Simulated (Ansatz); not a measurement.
Working through a rigid torsion scan of CH₅BGeO, SMILES [BH2][GeH]1[CH2][O]1

Computed with Ansatz 0.2.0, Python API.

Notebook, run cell by cell (the value of a cell's last expression is shown):

In [1]:
```python
import ansatz as az
from ase import Atoms
```

In [2]:
```python
config = {
    "basis_set": "def2-SVP",
    "functional": "r2scan",
    "force_tol": 0.02,
}
```

In [3]:
```python
atoms = Atoms(["B", "Ge", "C", "O", "H", "H", "H", "H", "H"], positions=[
    (-0.5911, 1.6559, -0.1194),
    (0.7017, 0.2068, 0.0633),
    (0.0027, -1.5682, -0.2432),
    (0.0069, -1.1324, 1.0484),
    (-1.7154, 1.4631, -0.5731),
    (-0.3506, 2.8176, 0.1821),
    (2.1403, 0.4721, 0.6613),
    (-0.9152, -1.618, -0.734),
    (0.8091, -2.3432, -0.3026),
])
```

In [4]:
```python
# start the scan from a relaxed geometry
first = (
    az.Crystal.molecule_from_ase(atoms).calculation()
    .basis(gaussian=config["basis_set"])
    .functional(config["functional"])
    .relax(force_tolerance=config["force_tol"], max_steps=80)
)
atoms.positions = first.run().report["positions_ang"]
```

In [5]:
```python
start = atoms.get_dihedral(2, 1, 0, 4)
energies = {}
for turn in range(0, 360, 30):
    turned = atoms.copy()
    turned.set_dihedral(2, 1, 0, 4, start + turn, indices=[0, 4, 5])
    calculation = (
        az.Crystal.molecule_from_ase(turned).calculation()
        .basis(gaussian=config["basis_set"])
        .functional(config["functional"])
    )
    energies[round((start + turn) % 360)] = calculation.run().report["free_energy_ev"]
floor = min(energies.values())
print("dihedral C2-Ge1-B0-H4 (deg)   E - E(min) (kcal/mol)")
for angle, e in sorted(energies.items()):
    print(f"{angle:8d} {23.060548 * (e - floor):14.3f}  " + "#" * int(30 * (e - floor) / max(max(energies.values()) - floor, 1e-9)))
```
```text
dihedral C2-Ge1-B0-H4 (deg)   E - E(min) (kcal/mol)
      28          0.000
      58          2.540  #####
      88          8.702  ####################
     118         12.857  ##############################
     148          8.935  ####################
     178          3.099  #######
     208          0.563  #
     238          2.938  ######
     268          8.877  ####################
     298         12.680  #############################
     328          8.444  ###################
     358          2.505  #####
```

The scan is rigid and the energies are electronic, in a modest basis. With rigid groups the curve can differ much from the relaxed path, the start wasn't checked as a minimum of this torsion, and equivalent turns needn't return to the same energy. Finished in 110 s on 1 thread of Intel(R) Xeon(R) Platinum 8259CL CPU @ 2.50GHz (Skylake/Cascade Lake) (shared host), peak memory 0.25 GiB.
